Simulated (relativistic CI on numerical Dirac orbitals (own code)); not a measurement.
**Rb³⁴⁺: one ion under different settings**

How much do the settings matter for Rb³⁴⁺? One ion, several inputs.

The numbers are computed with relativistic CI on numerical Dirac orbitals (own code) version 3 (Dirac-Coulomb-Breit CI, KLI orbitals optimised for each configuration, model QED (radiative potential, 1s self-energy scaled to tabulated hydrogen-like ionisation energies), numerical settings as typed), except any that are marked as measured or tabulated.

**1. What is computed**

```
ion            : Rb³⁴⁺ (Rb XXXV)
nuclear charge : 37
electrons      : 3
isotope        : A = 85
```

**2. The usual input**

Settings, as recorded:

```ini
atom Rb  Z=37  charge=34  electrons=3
nucleus A=85  rms_radius_fm=4.2036
hamiltonian dirac-coulomb  breit=on  qed=on  c_scale=1
orbitals kli  potential=per-configuration
slater_scale 1
correlation none
mixing on
grid step=0.0125 r_max=3.5
scf mixing=0.4 start=green max_iterations=150 tolerance=2e-08 node_fill=0.05
configurations
  [He] 2s
  [He] 2p
  [He] 3s
end
```

Run with:

```
$ python run_levels.py task.json out
```

task.json lists these runs, among others, and the program works through them in turn.

**3. Node fill 0.2**

Settings: those of step 2 with these lines changed.

```diff
@@ -8,3 +8,3 @@
 grid step=0.0125 r_max=3.5
-scf mixing=0.4 start=green max_iterations=150 tolerance=2e-08 node_fill=0.05
+scf mixing=0.4 start=green max_iterations=150 tolerance=2e-08 node_fill=0.2
 configurations
```

**4. Potential mixing 0.1**

Settings: those of step 3 with these lines changed.

```diff
@@ -8,3 +8,3 @@
 grid step=0.0125 r_max=3.5
-scf mixing=0.4 start=green max_iterations=150 tolerance=2e-08 node_fill=0.2
+scf mixing=0.1 start=green max_iterations=150 tolerance=2e-08 node_fill=0.05
 configurations
```

**5. Breit term off**

Settings, as recorded:

```ini
atom Rb  Z=37  charge=34  electrons=3
nucleus A=85  rms_radius_fm=4.2036
hamiltonian dirac-coulomb  breit=off  qed=on  c_scale=1
orbitals kli  potential=per-configuration
slater_scale 1
correlation none
mixing on
grid step=0.0125 r_max=3.5
scf mixing=0.4 start=green max_iterations=150 tolerance=2e-08 node_fill=0.05
configurations
  [He] 2s
  [He] 2p
  [He] 3s
end
```

**6. Iteration limit 30**

Settings, as recorded:

```ini
atom Rb  Z=37  charge=34  electrons=3
nucleus A=85  rms_radius_fm=4.2036
hamiltonian dirac-coulomb  breit=on  qed=on  c_scale=1
orbitals kli  potential=per-configuration
slater_scale 1
correlation none
mixing on
grid step=0.0125 r_max=3.5
scf mixing=0.4 start=green max_iterations=30 tolerance=2e-08 node_fill=0.05
configurations
  [He] 2s
  [He] 2p
  [He] 3s
end
```

(Steps that only read results are left out.)

What does the calculation give? Wanted: lowest level, usual settings; total energy; first excitation.

The runs gave:

| setting | total energy less usual (Ha) | largest shift of a level among the lowest eight of both runs, same label and place (cm⁻¹) | SCF iterations | time | lowest level | kind of change |
| --- | --- | --- | --- | --- | --- | --- |
| usual | 0 | 0 | 21 | 0.056 s | 2s 2S1/2 | - |
| node fill 0.2 | -0.000609 | 122 | 20 | 0.049 s | 2s 2S1/2 | numerical |
| potential mixing 0.1 | 0 | 0 | 23 | 0.052 s | 2s 2S1/2 | numerical |
| Breit term off | -0.734 | 13600 | 21 | 0.052 s | 2s 2S1/2 | model term |
| iteration limit 30 | 0 | 0 | 21 | 0.053 s | 2s 2S1/2 | numerical |

| quantity | value |
| --- | --- |
| lowest level, usual settings | 2s 2S1/2 |
| total energy | -1529.7404 Ha |
| first excitation | 595299 cm⁻¹ |

In words: Among the runs whose levels can be followed, they move most under «Breit term off» (model term), by up to 13600 cm⁻¹. No visible change in the result comes from «potential mixing 0.1» or «iteration limit 30». Only the listed configurations are in the model.
